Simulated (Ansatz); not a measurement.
# B (B, dhcp): the cost of one run

Program: Ansatz 0.2.0. Level of theory: DFT LDA (PW92), plane waves (420 eV) with PAW, scalar-relativistic; PAW files made under PBE, frozen cores solved again for the functional. These are calculated values, not measurements.

## (1) Starting point

The structure is hexagonal, space group P6_3/mmc (No. 194). The conventional cell has a = 2.101 Å, b = 2.101 Å, c = 6.861 Å, α = 90.00°, β = 90.00°, γ = 120.00°. Around B (site symmetry -3m) lie 12 B at 2.10 Å. B (site symmetry -6m2) has 12 B at 2.10 Å as nearest neighbours.

Coordinates:

```xyz
4
Lattice="2.1006 0.0000 0.0000 -1.0503 1.8192 0.0000 0.0000 0.0000 6.8605" Properties=species:S:1:pos:R:3 pbc="T T T"
B     0.0000    0.0000    0.0000
B     0.0000    0.0000    3.4303
B     0.0000    1.2128    1.7151
B     1.0503    0.6064    5.1454
```

## (2) Relaxing cell and atoms

Contents of input.yaml:

```yaml
crystal:
  lattice:
    - [2.1005919712, 0.0, 0.0]
    - [-1.0502959856, 1.81916601, 0.0]
    - [0.0, 0.0, 6.8605333778]
  atoms:
    - { symbol: B, position: [0.0, 0.0, 0.0] }
    - { symbol: B, position: [0.0, 0.0, 0.5] }
    - { symbol: B, position: [0.3333333333, 0.6666666667, 0.25] }
    - { symbol: B, position: [0.6666666667, 0.3333333333, 0.75] }
hamiltonian:
  xc: lda
  pseudopotentials:
    kind: paw
    azcp:
      B: "pseudopotentials/B.paw.azcp"
basis:
  ecutwfc: 420
  fft_grid_basis: typed
kpoints:
  mp_grid: { grid: [17, 17, 5], shift: [0, 0, 0] }
magnetization:
  spin_polarized: false
scf:
  occupations: { method: fermi_dirac, width: 0.1 }
relax:
  max_steps: 60
  f_tol: 0.01
  cell: {}
output:
  write_density: true
  write_potential: true
  elf: true
  volumetric_format: npy
```

What time and memory should one allow on 2 threads of an x86-64 CPU, shared host?

About 33 s, with a peak of 0.4 GiB.
